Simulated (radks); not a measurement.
# Ionisation of Ge: one atom, several choices of functional

The task here is to estimate one member of a computed series from the others.

Program: radks (a radial shooting solver on a logarithmic mesh, Libxc functionals) version 1. Level of theory: Dirac Kohn-Sham, spin-unpolarised, spherical densities, finite nucleus; open shells fill j = l - 1/2 first. These are calculated values, not measurements, unless marked.

### The system

| Item | Value |
| --- | --- |
| element | germanium (Z = 32) |
| charge | 0 |
| electrons | 32 |
| configuration | [Ar] 3d10 4s2 4p2 |
| ion | Ge⁺, [Ar] 3d10 4s2 4p1 |
| choices | XLYP; exchange-only B88; revPBE; SOGGA |

Set-up of the first run:

Settings of this run:

```text
Z 32
configuration [Ar] 3d10 4s2 4p2
relativity Dirac
functional xlyp
spin unpolarised
j_filling energy
nucleus finite rms 4.0742 fm
c 137.035999084
```

Steps of the session up to this table: XLYP: Ge; XLYP: Ge⁺; exchange-only B88: Ge; exchange-only B88: Ge⁺; revPBE: Ge; revPBE: Ge⁺; SOGGA: Ge; SOGGA: Ge⁺.

One table of the session follows, with a row left open; its other results are not shown here.

```
       functional  Δ-SCF (eV)  −ε(HOMO) (eV)  <r> HOMO (bohr)
             XLYP       7.480          3.870            2.894
exchange-only B88       6.794          3.260            2.946
           revPBE           ?              ?                ?
            SOGGA       7.444          3.862            2.860
```

**Question.** Estimate the row for revPBE.

As computed: Δ-SCF (eV): 7.478; −ε(HOMO) (eV): 3.903; <r> HOMO (bohr): 2.873. In the column «Δ-SCF (eV)» it lies between SOGGA (7.444) and XLYP (7.480).

Spin polarisation and multiplet splitting are left out, so open shells lie too high by an amount that depends on their filling.
